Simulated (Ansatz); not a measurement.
# RuCl: the cost of one run

Method: DFT PBE, scalar-relativistic, plane waves, PAW, in Ansatz 0.2.0.

### Step 1. Starting point

It takes space group R-3m (No. 166, trigonal). Conventional cell: a = 3.100 Å, b = 3.100 Å, c = 14.842 Å, α = 90.00°, β = 90.00°, γ = 120.00°. Ru (site symmetry -3m) has 6 Cl at 3.05 Å and 6 Ru at 3.10 Å in its first shell of neighbours. Cl (site symmetry -3m) has 6 Ru at 3.05 Å and 6 Cl at 3.10 Å in its first shell of neighbours.

As a file:

```
Ru Cl
1.0
     1.54985    0.89481    4.94724
    -1.54985    0.89481    4.94724
     0.00000   -1.78961    4.94724
Ru Cl
1 1
Direct
  0.00000 0.00000 0.00000
  0.50000 0.50000 0.50000
```

Recipe of the guess: species swapped into a database cell of CuRh (R-3m, No. 166), with Ru on the Cu sites and Cl on the Rh sites. Its size is a rough estimate.

### Step 2. The guess as it stands, on a coarse mesh

Input file input.yaml:

```yaml
crystal:
  lattice:
    - [1.54985061, 0.89480667, 4.94723726]
    - [-1.54985061, 0.89480667, 4.94723726]
    - [0.0, -1.78961334, 4.94723726]
  atoms:
    - { symbol: Ru, position: [0.0, 0.0, 0.0], spin: 1.0 }
    - { symbol: Cl, position: [0.5, 0.5, 0.5] }
basis:
  ecutwfc: 420
kpoints:
  mp_grid: { grid: [6, 6, 6] }
hamiltonian:
  xc: pbe
scf:
  occupations: { method: gaussian, width: 0.1 }
  lower_state_search: "off"
output:
  forces: true
  stress: true
  eigenvalues: true
  populations: true
magnetization:
  spin_polarized: true
```

Command:

```console
ansatz run input.yaml --threads 1 --pin off --max-ram 2560MiB --backend cpu --events-out ev --progress --plain --runs-dir out
```

**Question.** How long does this run take on 1 thread of Intel Xeon Platinum 8259CL at 2.50GHz (Skylake/Cascade Lake), shared host, and how much memory does it need?

About 5.5 s, with a peak of 0.35 GiB.
